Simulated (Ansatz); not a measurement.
# C3H12AlNO2Si: a ladder of functionals and wavefunction methods

Aim: compute C3H12AlNO2Si with functionals from several rungs and with coupled cluster. The yardstick is the atomisation energy at the CCSD(T) limit.

Program: Ansatz 0.2.0, Gaussian basis. Level of theory: functionals in def2-TZVPP, the program's frozen cores in correlated methods. These are calculated values, not measurements.

Plan: LDA (SPW92), PBE-D4, revPBE-D4, BLYP-D4, r2SCAN-D4, B97M-V, PBE0-D4, B3LYP-D4, r2SCANh-D4, r2SCAN0-D4, HSE06-D4, BHLYP-D4, CAM-B3LYP-D4, LC-ωPBE, ωB97X-V, ωB97M-V, B2PLYP, PBE-QIDH; CCSD(T)/def2-SVP; CCSD(T)/def2-TZVPP; MP2/def2-QZVPP; extrapolation to the limit; RPA on PBE.

1 further run of the same task is left out (it didn't finish).

**1. The relaxed structure**

The geometry comes from an earlier relaxation with PBE0-D4 in a triple-zeta def2 set; it is a stationary point, not always the lowest conformer.

SMILES `C[O][Al]([O][SiH3])[N](C)C`, 20 atoms, charge 0, spin multiplicity 1.

Atoms are counted from 1 here; the program's logs count them from 0.

Bond lengths: C1–O2 1.396 Å, C1–H9 1.095 Å, C1–H10 1.095 Å, C1–H11 1.097 Å, O2–Al3 1.682 Å, Al3–O4 1.683 Å, Al3–N6 1.759 Å, O4–Si5 1.619 Å, Si5–H12 1.488 Å, Si5–H13 1.490 Å, Si5–H14 1.488 Å, N6–C7 1.443 Å, N6–C8 1.442 Å, C7–H15 1.092 Å, C7–H16 1.100 Å, C7–H17 1.100 Å, C8–H18 1.100 Å, C8–H19 1.092 Å and more. Angles: O2–C1–H9 110.2°, O2–C1–H10 110.2°, O2–C1–H11 112.7°, H9–C1–H10 107.8°, H9–C1–H11 107.9°, H10–C1–H11 107.9°, C1–O2–Al3 134.4°, O2–Al3–O4 121.4°, O2–Al3–N6 118.5°, O4–Al3–N6 120.1°, Al3–O4–Si5 168.6°, O4–Si5–H12 110.2°, O4–Si5–H13 110.7°, O4–Si5–H14 110.2°, H12–Si5–H13 108.5°, H12–Si5–H14 108.7°, H13–Si5–H14 108.4°, Al3–N6–C7 123.2° and more.

**2. LDA**

This LDA is Slater exchange with PW92 correlation.

The input, in.yaml:

```yaml
crystal:
  periodic: [false, false, false]
  atoms:
    - {symbol: C, position_ang: [0.812568, 2.588603, 1.503972]}
    - {symbol: O, position_ang: [-0.082042, 1.594188, 1.103022]}
    - {symbol: Al, position_ang: [0.038357, 0.221886, 0.138646]}
    - {symbol: O, position_ang: [1.489837, -0.209681, -0.596026]}
    - {symbol: Si, position_ang: [2.999698, -0.359208, -1.159961]}
    - {symbol: N, position_ang: [-1.395909, -0.768915, -0.093420]}
    - {symbol: C, position_ang: [-2.673510, -0.461777, 0.503199]}
    - {symbol: C, position_ang: [-1.424989, -1.967063, -0.894866]}
    - {symbol: H, position_ang: [0.891241, 2.608061, 2.596338]}
    - {symbol: H, position_ang: [0.457052, 3.571348, 1.175874]}
    - {symbol: H, position_ang: [1.820257, 2.440802, 1.095660]}
    - {symbol: H, position_ang: [2.995064, -0.364476, -2.647846]}
    - {symbol: H, position_ang: [3.851045, 0.771424, -0.695012]}
    - {symbol: H, position_ang: [3.604334, -1.631263, -0.680407]}
    - {symbol: H, position_ang: [-2.611425, 0.449670, 1.101141]}
    - {symbol: H, position_ang: [-3.450022, -0.312021, -0.261000]}
    - {symbol: H, position_ang: [-3.017398, -1.273849, 1.160206]}
    - {symbol: H, position_ang: [-2.146299, -1.884006, -1.720909]}
    - {symbol: H, position_ang: [-0.443417, -2.168572, -1.329314]}
    - {symbol: H, position_ang: [-1.714423, -2.845150, -0.299299]}
basis:
  gaussian: {orbitals: def2-TZVPP}
hamiltonian: {xc: lda}
output: {orbitals: {seedname: orbitals}}
```

The runs that follow: PBE-D4 (GGA); revPBE-D4 (GGA); BLYP-D4 (GGA); r2SCAN-D4 (meta-GGA); B97M-V (meta-GGA); PBE0-D4 (hybrid); B3LYP-D4 (hybrid); r2SCANh-D4 (hybrid); r2SCAN0-D4 (hybrid); HSE06-D4 (hybrid); BHLYP-D4 (hybrid); CAM-B3LYP-D4 (range-separated); LC-ωPBE-D4 (range-separated); ωB97X-V (range-separated); ωB97M-V (range-separated); B2PLYP (double hybrid); PBE-QIDH (double hybrid); CCSD(T) in def2-SVP; CCSD(T) in def2-TZVPP; MP2 in def2-QZVPP; RPA on PBE orbitals.

Before running them: what should the planned runs give, taken together? Wanted: atomisation energy, CCSD(T)/CBS; farthest beyond LDA; mean size of error, GGA; mean size of error, meta-GGA; mean size of error, hybrid; mean size of error, range-separated; mean size of error, double hybrid; gap, smallest and largest; T1 diagnostic.

**Answer**, as computed:

| quantity | value |
| --- | --- |
| atomisation energy, CCSD(T)/CBS | 78.634 eV |
| functionals within 0.393 eV (0.5 %) | BLYP-D4, r2SCAN-D4, B97M-V, B3LYP-D4, ωB97X-V, ωB97M-V |
| farthest beyond LDA | BHLYP-D4 (-2.059 eV) |
| mean size of error, GGA | 0.717 eV |
| mean size of error, meta-GGA | 0.091 eV |
| mean size of error, hybrid | 0.803 eV |
| mean size of error, range-separated | 0.272 eV |
| mean size of error, double hybrid | 0.880 eV |
| gap, smallest and largest | 3.71 eV (LDA (SPW92)), 10.88 eV (LC-ωPBE) |
| T1 diagnostic | 0.0114 |
| triples share of the correlation energy | 3.6 % |

The LDA atomisation energy is off by 10.258 eV (13 %): it overbinds. PBE-D4 misses by +0.685 eV. Double hybrids carry the basis error of their MP2 part in triple zeta, and no dispersion term here, so their miss is partly the set-up's. The rungs meta-GGA, range-separated miss on average by less than the doubt on the reference (0.393 eV), so they tie. The reference freezes the cores and leaves out relativity and excitations past (T), so misses under about 0.393 eV can't be ranked. Hartree-Fock recovers 73 % of the binding; the rest is correlation. CCSD(T) in def2-SVP is off by -4.429 eV, which most functionals beat. Orbital gaps span 3.7 to 10.9 eV; exact exchange widens them.
